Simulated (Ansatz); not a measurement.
# CAM-B3LYP/6-31G(d) (spherical functions) run of Si2H5OF (SMILES O[SiH](F)[SiH3])

What is the energy change on altering one bond length of Si2H5OF at CAM-B3LYP/6-31G* (spherical functions)? 

The calculation is run with Ansatz 0.2.0.

75 further runs of the same task are left out: 75 set aside as unsound or not needed.

### Step 1. The system as given

Si2H5OF: 9 atoms, total charge 0, spin state singlet. SMILES: `O[SiH](F)[SiH3]`. Geometry: relaxed at PBE0-D4/def2-TZVP. This is one conformer, not always the lowest.

Bond lengths: O1–Si2 1.636 Å, Si2–F3 1.603 Å, Si2–Si4 2.339 Å, O1–H5 0.959 Å, Si2–H6 1.488 Å, Si4–H7 1.487 Å, Si4–H8 1.487 Å, Si4–H9 1.486 Å. Some angles: O1–Si2–F3 110.2°, O1–Si2–Si4 106.9°, F3–Si2–Si4 109.3°, O1–Si2–H6 110.6°, F3–Si2–H6 105.0°, Si4–Si2–H6 114.9°, Si2–O1–H5 118.9°, Si2–Si4–H7 109.6°, Si2–Si4–H8 109.5°, Si2–Si4–H9 110.3°.

### Step 2. The energy at CAM-B3LYP/6-31G(d) (spherical functions)

File molecule.yaml:

```yaml
crystal:
  periodic: [false, false, false]
  atoms:
    - {symbol: O, position_ang: [-0.392500, -0.610800, 1.768100]}
    - {symbol: Si, position_ang: [-0.831500, -0.160600, 0.257700]}
    - {symbol: F, position_ang: [-1.775600, 1.133800, 0.319400]}
    - {symbol: Si, position_ang: [1.135000, 0.371100, -0.891700]}
    - {symbol: H, position_ang: [-1.050500, -1.005600, 2.343000]}
    - {symbol: H, position_ang: [-1.664600, -1.215400, -0.380600]}
    - {symbol: H, position_ang: [0.798700, 0.860600, -2.255200]}
    - {symbol: H, position_ang: [1.981700, -0.845200, -1.013900]}
    - {symbol: H, position_ang: [1.887800, 1.425600, -0.163800]}
basis:
  gaussian: {orbitals: 6-31G_st_-spherical.json}
hamiltonian: {xc: {name: CAM-B3LYP}}
accuracy: high
output: {orbitals: {seedname: orbitals}}
```

The basis set 6-31G* is read from a file made from the Basis Set Exchange's data (not shown).

Started as:

```console
$ ansatz run molecule.yaml --threads 1 --pin off --max-ram 3480MiB --events-out events.jsonl --progress --plain --runs-dir runs
```

Log:

```text
Warning: RAYON_NUM_THREADS=1 ignored (pool sized by the plan → 1); use --threads N
Functional definition: CAM-B3LYP
  name "CAM-B3LYP"
  parameter alpha = 0.19
  parameter beta = 0.46
  parameter omega = 0.33/bohr
  parameter ac = 0.81
  exchange = (1 - alpha - beta)*b88_x + beta*b88_x_sr(omega) + alpha*exact_x + beta*exact_x_lr(omega)
  correlation = (1 - ac)*vwn5_c + ac*lyp_c
1651 factors; integrals over basis functions are off by at most 5.1e-9 eV
438 factors; integrals over basis functions are off by at most 2.5e-9 eV
mean field evaluation 1: about -20596.2578 eV, gradient 5.1e1 eV
mean field evaluation 2: about -20593.7138 eV, gradient 6.5e1 eV
mean field evaluation 4: about -20600.5597 eV, gradient 1.6e0 eV
mean field evaluation 8: about -20600.7360 eV, gradient 1.2e-1 eV
mean field evaluation 16: about -20600.7360 eV, gradient 1.0e-5 eV
mean field -20600.73601029 eV, -757.0630846976 hartree, gradient 5.1e-8 eV, S^2 0.000000; 0 other end points of the search recorded, 0 dependent functions left out
reference -20600.73603152 eV, -757.0630854779 hartree; 25, 25 occupied and 49, 49 virtual orbitals, 1651 factors
Total energy: -20600.73603152 eV, -757.0630854779 hartree
```

Wall time 5.1 s (1 thread of Intel Xeon 6975P-C (Granite Rapids), shared host); peak memory 0.29 GiB.

### Step 3. The distorted shape, same level

File job.yaml:

```yaml
crystal:
  periodic: [false, false, false]
  atoms:
    - {symbol: O, position_ang: [-0.505408, -0.768958, 1.658927]}
    - {symbol: Si, position_ang: [-0.944408, -0.318758, 0.148527]}
    - {symbol: F, position_ang: [-1.888508, 0.975642, 0.210227]}
    - {symbol: Si, position_ang: [1.022092, 0.212942, -1.000873]}
    - {symbol: H, position_ang: [-1.163408, -1.163758, 2.233827]}
    - {symbol: H, position_ang: [-1.777508, -1.373558, -0.489773]}
    - {symbol: H, position_ang: [0.685792, 0.702442, -2.364373]}
    - {symbol: H, position_ang: [1.868792, -1.003358, -1.123073]}
    - {symbol: H, position_ang: [1.887800, 1.425600, -0.163800]}
basis:
  gaussian:
    orbitals: 6-31G_st_-spherical.json
magnetization:
  spin_polarized: false
  initial_magnetization: 0
hamiltonian:
  xc: {name: CAM-B3LYP}
accuracy: high
output: {orbitals: {seedname: orbitals}}
```

The basis set 6-31G* is read from a file made from the Basis Set Exchange's data (not shown).

Started as:

```console
$ ansatz run job.yaml --threads 1 --pin off --max-ram 3480MiB --events-out events.jsonl --progress --plain --runs-dir runs
```

Log (excerpt; [...] marks lines left out):

```text
Warning: RAYON_NUM_THREADS=1 ignored (pool sized by the plan → 1); use --threads N
[... 8 set-up lines as earlier in the session ...]
1648 factors; integrals over basis functions are off by at most 3.5e-9 eV
440 factors; integrals over basis functions are off by at most 2.1e-9 eV
mean field evaluation 1: about -20595.9121 eV, gradient 5.1e1 eV
mean field evaluation 2: about -20593.3467 eV, gradient 6.5e1 eV
mean field evaluation 4: about -20600.2196 eV, gradient 1.6e0 eV
mean field evaluation 8: about -20600.3883 eV, gradient 1.1e-1 eV
mean field evaluation 16: about -20600.3883 eV, gradient 1.1e-5 eV
mean field -20600.38831056 eV, -757.0503069685 hartree, gradient 4.2e-8 eV, S^2 0.000000; 0 other end points of the search recorded, 0 dependent functions left out
reference -20600.38833183 eV, -757.0503077499 hartree; 25, 25 occupied and 49, 49 virtual orbitals, 1648 factors
Total energy: -20600.38833183 eV, -757.0503077499 hartree
```

It took 4.8 s on 1 thread of Intel Xeon 6975P-C (Granite Rapids), shared host; peak memory 0.28 GiB.

### Step 4. Summary of results

Level: CAM-B3LYP/6-31G* (spherical functions).

```
                                                          quantity          value
                                         first shape: total energy  -757.06309 Eh
                                          first shape: HOMO energy       -9.45 eV
                                          first shape: LUMO energy        1.38 eV
                                        first shape: HOMO–LUMO gap       10.83 eV
                                     distorted shape: total energy  -757.05031 Eh
                                      distorted shape: HOMO energy       -9.48 eV
                                      distorted shape: LUMO energy        1.10 eV
                                    distorted shape: HOMO–LUMO gap       10.57 eV
energy change with the Si4–H9 bond stretched from 1.486 to 1.709 Å       0.348 eV
```

In words: With the Si4–H9 bond stretched from 1.486 to 1.709 Å the energy rises by 0.35 eV (33.5 kJ/mol). The first shape isn't relaxed at this level, so the change isn't measured from a minimum.
